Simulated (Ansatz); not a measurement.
Predict the output of the script below (the Python package of Ansatz (0.2.0)).

Contents of `nih3_nih3.vasp`:
```text
NiH3
1.0
   5.10810787    0.00000000    0.00000000
  -2.55405394    4.42375118    0.00000000
   0.00000000    0.00000000    2.34043200
Ni H
2 6
Direct
   0.66666667    0.33333333    0.25000000
   0.33333333    0.66666667    0.75000000
   0.41909900    0.20954950    0.75000000
   0.79045050    0.20954950    0.75000000
   0.79045050    0.58090100    0.75000000
   0.58090100    0.79045050    0.25000000
   0.20954950    0.79045050    0.25000000
   0.20954950    0.41909900    0.25000000
```

The script reads `nih3_ni.vasp`:
```text
Ni
1.0
   0.00000000    1.76193500    1.76193500
   1.76193500    0.00000000    1.76193500
   1.76193500    1.76193500    0.00000000
Ni
1
Direct
   0.00000000    0.00000000    0.00000000
```

`nih3_h2.vasp`
```text
H
1.0
   9.00000000    0.00000000    0.00000000
   0.00000000    9.50000000    0.00000000
   0.00000000    0.00000000   10.00000000
H
2
Direct
   0.50000000    0.50000000    0.46250000
   0.50000000    0.50000000    0.53750000
```

`nih3_formation.py`
```python
'''Formation energy of NiH3 from the elements, after relaxing atoms and volume at fixed cell shape.'''

from collections import Counter
import warnings

import ansatz as az
from ase.io import read
import numpy as np
import pandas as pd

CUTOFF = 550
K_SPACING = 0.27
OCCUPATIONS = 'fermi_dirac'
WIDTH_EV = 0.02

POLARISED = {'NiH3', 'Ni'}

GASES = {'H2'}


def compute(name, crystal):
    calc = crystal.calculation()
    calc = calc.functional(az.Functional.PBESOL)
    calc = calc.basis(CUTOFF)
    calc = calc.kpoints(spacing=K_SPACING).occupations(OCCUPATIONS, width=WIDTH_EV)
    calc = calc.stress()
    if name in POLARISED:
        calc = calc.spin('collinear')
    if name in GASES:
        return calc.kpoints(1, 1, 1).relax(force_tolerance=0.01).run(threads=1, pin='off')
    calc = calc.relax(force_tolerance=0.01, fix_cell=['shape'])
    return calc.run(threads=1, pin='off')


def counts(outcome):
    return Counter(site.symbol for site in outcome.lattice.sites)

def formation_energy(outcome, mu):
    n = counts(outcome)
    return (outcome.report['energy_sigma0_ev'] - sum(k * mu[element] for element, k in n.items())) / sum(n.values())


def volume_per_atom(outcome):
    return abs(np.linalg.det(outcome.lattice.cell_ang)) / len(outcome.lattice.sites)


def main() -> None:
    warnings.simplefilter('ignore')

    phases = {}
    atoms = read('nih3_nih3.vasp', format='vasp')
    nih3 = az.Crystal.from_ase(atoms).moments(Ni=1.5)
    phases['NiH3'] = nih3
    atoms = read('nih3_ni.vasp', format='vasp')
    ni = az.Crystal.from_ase(atoms).moments(Ni=1.5)
    phases['Ni'] = ni
    atoms = read('nih3_h2.vasp', format='vasp')
    h2 = az.Crystal.from_ase(atoms)
    phases['H2'] = h2

    done = {}
    for name, crystal in phases.items():
        done[name] = compute(name, crystal)
        print(f'{name}: {done[name].report["energy_sigma0_ev"]:.4f} eV, {len(done[name].lattice.sites)} atoms')

    # energy of one atom in its reference phase
    references = {'Ni': 'Ni', 'H': 'H2'}
    mu = {element: done[name].report['energy_sigma0_ev'] / len(done[name].lattice.sites) for element, name in references.items()}

    target = done['NiH3']
    heat = formation_energy(target, mu)
    rows = [(name, len(o.lattice.sites), volume_per_atom(o), formation_energy(o, mu)) for name, o in done.items()]
    print(pd.DataFrame(rows, columns=['phase', 'atoms', 'V (A^3/atom)', 'E_form (eV/atom)']).round(4).to_string(index=False))
    # no correction for the overbinding of the gas molecule is applied


if __name__ == '__main__':
    main()
```

```console
$ python nih3_formation.py
NiH3: -11702.1138 eV, 8 atoms
Ni: -5804.9730 eV, 1 atoms
H2: -31.2224 eV, 2 atoms
phase  atoms  V (A^3/atom)  E_form (eV/atom)
 NiH3      8        6.5378            0.1875
   Ni      1       10.4036            0.0000
   H2      2      427.5000            0.0000
```

What to keep in mind:
- Absolute energies stand on the zero of these potentials, so only differences at equal settings mean something.
- The SCF didn't keep the moments it started from (some shrank, vanished or turned); what is printed is the state reached.
- For the metals among these phases the mesh is modest: differences between phases can be off by up to 40 meV an atom.
- The program warned that this SCF threshold is loose for forces or stresses.
- Atoms and volume are relaxed with the cell's shape held, which in cells of lower than cubic symmetry can hide stresses and shift volumes.
- The cells come from databases of deposited and of computed structures, and not all need be stable phases.
- The compound is the structure given, not necessarily its lowest; energies are at zero temperature, with no correction for gases. Magnetic phases start from parallel moments and may not end in their lowest magnetic state. A semilocal functional's error on such energies is often 0.05 to 0.1 eV an atom, and 0.1 to 0.3 eV against gases such as O2 or F2.
- The script silences warnings, which a real study should read.
- Wall time of the script: 74 s on 1 thread of Arm Neoverse V2, on a shared host, peak memory 0.72 GiB.
